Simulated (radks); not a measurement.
# Ca⁺ in [Ar] 5s1: an all-electron calculation

An exercise on one series of results from a longer session: the logs are not shown, and one member is left open.

Program: radks (a radial shooting solver on a logarithmic mesh, Libxc functionals) version 1. Level of theory: scalar-relativistic Kohn-Sham, Wu-Cohen GGA, spin-polarised, spherical densities, finite nucleus; open shells are filled with parallel spins first. These are calculated values, not measurements, unless marked.

## The system

* element: calcium (Z = 20)
* charge: +1
* electrons: 19
* configuration: [Ar] 5s1
* nuclear rms radius: 3.4776 fm

The outer shells:

Ca⁺
```
[Ar] core
5s [↑ ]
```

Set-up of the first run:

The run's settings:

```text
Z 20
configuration [Ar] 5s1
relativity scalar-relativistic
functional wc,pbe
spin polarised
nucleus finite rms 3.4776 fm
c 137.035999084
```

Steps of the session up to this table: Self-consistent calculation.

One table of the session follows, with a row left open; its other results are not shown here.

It belongs to the step «Radial structure». Sizes of the orbitals, from the radial functions (bohr):

```
  level      <r>  outermost maximum (interpolated)  90 % within  nodes
  1s up  0.07688                            0.0503        0.137      0
1s down  0.07688                            0.0503        0.137      0
  2s up   0.3646                             0.300        0.568      1
2s down   0.3646                             0.300        0.568      1
  2p up   0.3279                             0.246        0.541      0
2p down   0.3279                             0.246        0.541      0
  3s up    1.153                             0.993         1.73      2
3s down    1.152                             0.993         1.73      2
  3p up    1.260                              1.05         1.94      1
3p down    1.258                              1.05         1.94      1
  5s up        ?                                 ?            ?      ?
```

Estimate the missing values for 5s up.

**Answer.** <r>: 7.381; outermost maximum (interpolated): 7.32; 90 % within: 10.3; nodes: 4. In the column «<r>» it is the highest.
